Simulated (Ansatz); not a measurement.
# BaAs (Pm-3m) in Ansatz: convergence with wavefunction cutoff

Aim: find how far wavefunction cutoff must go before the results for BaAs settle, at r2SCAN. This setting moves, with any that are tied to it; all else stays.

All numbers are computed with Ansatz 0.2.0; they aren't measurements. Logs are shortened: lines on timing, memory, paths and dates and some standing lists are left out, and cuts for length are marked.

## 1. Starting point

The structure is cubic, space group Pm-3m (No. 221). The conventional cell has a = 4.025 Å, b = 4.025 Å, c = 4.025 Å, α = 90.00°, β = 90.00°, γ = 90.00°. Ba (site symmetry m-3m) is surrounded by 8 As at 3.49 Å. As (site symmetry m-3m) is surrounded by 8 Ba at 3.49 Å.

The cell was built by a generator and needn't be a form met in nature.

## 2. With wavefunction cutoff 200 eV

File input.yaml:

```yaml
crystal:
  lattice:
    - [4.02458559, 0.0, 0.0]
    - [0.0, 4.02458559, 0.0]
    - [0.0, 0.0, 4.02458559]
  atoms:
    - { symbol: Ba, position: [0.0, 0.0, 0.0] }
    - { symbol: As, position: [0.5, 0.5, 0.5] }
hamiltonian:
  xc: r2scan
  pseudopotentials: { kind: paw_fr }
magnetization:
  noncollinear: true
  spin_orbit: true
kpoints:
  mp_grid: { grid: [6, 6, 6] }
scf:
  occupations: { method: methfessel_paxton, width: 0.05 }
output:
  forces: true
  stress: true
  eigenvalues: true
basis:
  ecutwfc: "200 eV"
```

Potentials or basis: Ansatz PAW.

The run is started by

```console
$ ansatz run input.yaml --threads 2 --pin off --max-ram 5632MiB --backend cpu --events-out ev --progress --plain --runs-dir out
```

Wall time 2.7 s (2 threads of Arm Neoverse V2, shared host); peak memory 0.44 GiB.

What came out:

```yaml
Free_energy: -10809.1068 eV
Pressure: -1.3 GPa
Band_gap_on_the_k_mesh: none (metal or under the smearing width)
```

## 3. With wavefunction cutoff 250 eV

input.yaml, as its differences from that of step 2:

```diff
@@ -23,2 +23,2 @@
 basis:
-  ecutwfc: "200 eV"
+  ecutwfc: "250 eV"
```

Potentials or basis: Ansatz PAW.

The run is started by

```console
$ ansatz run input.yaml --threads 2 --pin off --max-ram 5632MiB --backend cpu --events-out ev --progress --plain --runs-dir out
```

It took 3.9 s on 2 threads of Arm Neoverse V2, shared host; peak memory 0.49 GiB.

What came out:

```
Free energy            : -10813.7796 eV
Pressure               : -0.6 GPa
Band gap on the k mesh : none (metal or under the smearing width)
```

## 4. With wavefunction cutoff 300 eV

input.yaml, as its differences from that of step 3:

```diff
@@ -23,2 +23,2 @@
 basis:
-  ecutwfc: "250 eV"
+  ecutwfc: "300 eV"
```

The run is started by

```console
$ ansatz run input.yaml --threads 2 --pin off --max-ram 5632MiB --backend cpu --events-out ev --progress --plain --runs-dir out
```

It took 4.3 s on 2 threads of Arm Neoverse V2, shared host; peak memory 0.51 GiB.

What came out:

```yaml
Free_energy: -10814.5432 eV
Pressure: -0.3 GPa
Band_gap_on_the_k_mesh: none (metal or under the smearing width)
```

## 5. With wavefunction cutoff 350 eV

input.yaml, as its differences from that of step 4:

```diff
@@ -23,2 +23,2 @@
 basis:
-  ecutwfc: "300 eV"
+  ecutwfc: "350 eV"
```

The run is started by

```console
$ ansatz run input.yaml --threads 2 --pin off --max-ram 5632MiB --backend cpu --events-out ev --progress --plain --runs-dir out
```

Wall time 6.2 s (2 threads of Arm Neoverse V2, shared host); peak memory 0.54 GiB.

What came out:

```yaml
Free_energy: -10814.6265 eV
Pressure: -0.4 GPa
Band_gap_on_the_k_mesh: none (metal or under the smearing width)
```

## 6. With wavefunction cutoff 400 eV

input.yaml, as its differences from that of step 5:

```diff
@@ -23,2 +23,2 @@
 basis:
-  ecutwfc: "350 eV"
+  ecutwfc: "400 eV"
```

Potentials or basis: Ansatz PAW.

The run is started by

```console
$ ansatz run input.yaml --threads 2 --pin off --max-ram 5632MiB --backend cpu --events-out ev --progress --plain --runs-dir out
```

Run time: 7.4 s. Hardware: 2 threads of Arm Neoverse V2, shared host; peak memory 0.58 GiB.

It converged, with:

```yaml
Free_energy: -10814.6335 eV
Pressure: -0.4 GPa
Band_gap_on_the_k_mesh: none (metal or under the smearing width)
```

## 7. With wavefunction cutoff 450 eV

input.yaml, as its differences from that of step 6:

```diff
@@ -23,2 +23,2 @@
 basis:
-  ecutwfc: "400 eV"
+  ecutwfc: "450 eV"
```

The run is started by

```console
$ ansatz run input.yaml --threads 2 --pin off --max-ram 5632MiB --backend cpu --events-out ev --progress --plain --runs-dir out
```

It took 8.3 s on 2 threads of Arm Neoverse V2, shared host; peak memory 0.63 GiB.

The run converged. Its results:

```
Free energy            : -10814.6346 eV
Pressure               : -0.4 GPa
Band gap on the k mesh : none (metal or under the smearing width)
```

## 8. With wavefunction cutoff 500 eV

input.yaml, as its differences from that of step 7:

```diff
@@ -23,2 +23,2 @@
 basis:
-  ecutwfc: "450 eV"
+  ecutwfc: "500 eV"
```

The run is started by

```console
$ ansatz run input.yaml --threads 2 --pin off --max-ram 5632MiB --backend cpu --events-out ev --progress --plain --runs-dir out
```

It took 8.9 s on 2 threads of Arm Neoverse V2, shared host; peak memory 0.65 GiB.

Results (log left out):

| Quantity | Value |
| --- | --- |
| Free energy | -10814.6352 eV |
| Pressure | -0.4 GPa |
| Band gap on the k mesh | none (metal or under the smearing width) |

## 9. With wavefunction cutoff 600 eV

input.yaml, as its differences from that of step 8:

```diff
@@ -23,2 +23,2 @@
 basis:
-  ecutwfc: "500 eV"
+  ecutwfc: "600 eV"
```

Potentials or basis: Ansatz PAW.

The run is started by

```console
$ ansatz run input.yaml --threads 2 --pin off --max-ram 5632MiB --backend cpu --events-out ev --progress --plain --runs-dir out
```

Wall time 12 s (2 threads of Arm Neoverse V2, shared host); peak memory 0.78 GiB.

It converged, with:

```
Free energy            : -10814.6357 eV
Pressure               : -0.4 GPa
Band gap on the k mesh : none (metal or under the smearing width)
```

## 10. With wavefunction cutoff 800 eV

input.yaml, as its differences from that of step 9:

```diff
@@ -23,2 +23,2 @@
 basis:
-  ecutwfc: "600 eV"
+  ecutwfc: "800 eV"
```

Potentials or basis: Ansatz PAW.

The run is started by

```console
$ ansatz run input.yaml --threads 2 --pin off --max-ram 5632MiB --backend cpu --events-out ev --progress --plain --runs-dir out
```

What it wrote:

```text
Warning: RAYON_NUM_THREADS=2 ignored (pool sized by the plan → 2); use --threads N
Engine: ansatz 0.2.0, aarch64-unknown-linux-gnu
Pseudopotentials: kind: paw_fr
Pseudopotential: Ba, paw_fr, valence charge 10, recommended cutoff 500 eV (meta_gga), Ba.paw.azcp#standard-fr
Pseudopotential: As, paw_fr, valence charge 15, recommended cutoff 500 eV (meta_gga), As.paw.azcp#standard-fr
Functional definition: r2SCAN
  parameter k0 = 0.174
  parameter k1 = 0.065
  parameter a1 = 4.9479
  exchange = r2scan_x(k0 = k0, k1 = k1, a1 = a1)
  correlation = r2scan_c
non-collinear run that drives no moment, with spin-orbit: no starting moment large enough to seed its density (crystal.atoms[].spin), no starting occupations that ask for one, no magnetisation constraint and no magnetic field, so the semilocal B_xc is pinned to zero
Crystal: 2 atoms, lattice volume = 65.187 Å³
Basis set: ecut = 800 eV, 3407 PW (Γ), exchange–correlation on 160×160×160 points (64 copies of the dense FFT grid, shifted against one another)
Bands: 34, of which v1, the nominal top of the filled ones, is band 25 counted from 1 (24 counted from 0)
Symmetry: 48 space group operations + 48 with time reversal
Magnetic group: BNS 221.93 (UNI 1595), of the structure as read, at distance tolerance 4.0e-5 Å
k-points: 20 of 216
[... 27 lines left out ...]
  site 0: m = (+0.0000, +0.0000, +0.0000) μB, |m| = 0.0000 μB  (R = 1.44 Å)
  site 1: m = (+0.0000, +0.0000, +0.0000) μB, |m| = 0.0000 μB  (R = 1.44 Å)
Free energy (F): -10814.636265 eV
Harris-Foulkes:  -10814.636265 eV  (|F-HF|=5.90e-9)
Internal energy: -10814.636931 eV  (E = F + TS)
E sigma→0 (E₀):  -10814.636431 eV
Entropy (-TS):   0.000666 eV (0.333 meV/atom)
Fermi energy:    8.483608 eV
Step filling:    the computed levels leave a gap of 0.1121 eV = 2.2 smearing widths at the electron count; against every level under it full and every level over it empty, smearing changes F+E_penalty+E_count by +0.272 meV and its σ→0 estimate by +0.105 meV
--- Per-component energies (eV) ---
  E_band       = -301.172476
  E_kinetic    = 271.470600
  E_local      = -2229.811949  (includes V_loc(G=0)·N_el)
  E_nonlocal   = -614.453548
  E_hartree    = 1153.561380
  E_xc         = -231.353617
  E_vxc        = -231.726112  (∫ρ·V_xc dr)
  E_paw        = -7082.650160  (= ΣΔE_a)
  E_vpaw       = 184.680935  (= ΣTr[D̂ρ^β])
  E_aug_tail   = -0.000003  (compensation charges beyond the density's cutoff)
  E_vtau       = 11.544226  (kinetic-family band-sum trace: ∫τ·v_τ [+ j·A + Jᵃ·Aᵃ] dr)
  E_ewald      = -2080.028244
  E_core_change = -1.371389  (= ΣΔE_core)
  E_smearing   = 0.000666  (= −TS)
  E_closure    = -0.000000  (closes the sum)
  Σ components = -10814.636265   (vs F -10814.636265, Δ=0.00e0)
--- Forces (eV/Å), atoms counted from 1 ---
  atom   1  Ba    -0.00000000     0.00000000     0.00000000
  atom   2  As     0.00000000    -0.00000000     0.00000000
  max |Σ_I F_I| component: 3.39e-30 eV/Å
--- Stress (GPa, compression-positive) ---
       -0.415151       0.000000       0.000000
       -0.000000      -0.415151       0.000000
        0.000000       0.000000      -0.415151
  P = ⅓ Tr σ = -0.4152 GPa (-4.152 kbar)
--- Band table (eV; the first three rows and the last of 20) ---
  k-point 0: bands = ["-27.0371", "-27.0371", "-27.0371", "-27.0371", "-26.3088", "-26.3088", "-26.3062", "-26.3062", "-26.3062", "-26.3062", "-19.9588", "-19.9588", "-5.9632", "-5.9632", "-3.9230", "-3.9230", "-3.9230", "-3.9230", "-1.7922", "-1.7922", "8.7529", "8.7529", "9.1420", "9.1420", "9.1420", "9.1420", "9.7587", "9.7587", "9.7587", "9.7587", "12.5556", "12.5556", "14.3974", "14.3974"]
  k-point 1: bands = ["-27.0371", "-27.0371", "-27.0370", "-27.0370", "-26.3088", "-26.3088", "-26.3062", "-26.3062", "-26.3061", "-26.3061", "-19.9451", "-19.9451", "-6.0209", "-6.0209", "-4.1296", "-4.1296", "-3.8994", "-3.8994", "-1.4949", "-1.4949", "7.6467", "7.6467", "8.7340", "8.7340", "8.9517", "8.9517", "9.9419", "9.9419", "10.8372", "10.8372", "13.6112", "13.6112", "14.4460", "14.4460"]
  k-point 2: bands = ["-27.0371", "-27.0371", "-27.0369", "-27.0369", "-26.3090", "-26.3090", "-26.3062", "-26.3062", "-26.3057", "-26.3057", "-19.9173", "-19.9173", "-6.1621", "-6.1621", "-4.4062", "-4.4062", "-3.8515", "-3.8515", "-0.9635", "-0.9635", "6.1720", "6.1720", "8.4050", "8.4050", "8.5859", "8.5859", "10.4104", "10.4104", "12.7863", "12.7863", "14.4065", "14.4065", "14.8148", "14.8148"]
  k-point 19: bands = ["-27.0367", "-27.0367", "-27.0367", "-27.0367", "-26.3095", "-26.3095", "-26.3052", "-26.3052", "-26.3052", "-26.3052", "-19.8031", "-19.8031", "-6.3212", "-6.3212", "-4.3926", "-4.3926", "-4.3926", "-4.3926", "-0.6305", "-0.6305", "5.7782", "5.7782", "5.9175", "5.9175", "5.9175", "5.9175", "14.6514", "14.6514", "15.2466", "15.2466", "15.2466", "15.2466", "16.3828", "16.3828"]
```

Wall time 16 s (2 threads of Arm Neoverse V2, shared host); peak memory 0.95 GiB.

What came out:

| Quantity | Value |
| --- | --- |
| Free energy | -10814.6363 eV |
| Pressure | -0.4 GPa |
| Band gap on the k mesh | none (metal or under the smearing width) |

## 11. Result

```
wavefunction cutoff  energy less the tightest run, at zero smearing (meV/atom)  pressure (GPa)  SCF cycles  CPU time (s)  peak memory (GiB)
             200 eV                                                    2764.72           -1.28           7           5.2               0.44
             250 eV                                                     428.35           -0.58           7           7.5               0.49
             300 eV                                                      46.51           -0.35           7           8.3               0.51
             350 eV                                                       4.90           -0.40           8            12               0.54
             400 eV                                                       1.39           -0.41           8            14               0.58
             450 eV                                                       0.85           -0.41           8            16               0.63
             500 eV                                                       0.55           -0.41           8            17               0.65
             600 eV                                                       0.27           -0.41           8            23               0.78
             800 eV                                                       0.00           -0.42           8            32               0.95
```

Against the tightest run, the energy stays within 1 meV/atom from 450 eV on; the pressure stays within 0.1 GPa from 300 eV on. The tightest run that finished is the yardstick and may itself not be fully converged.

Caveats: the PAW data sets come from PBE, with cores solved anew for the run's functional, which leaves a small shift of forces and pressure.
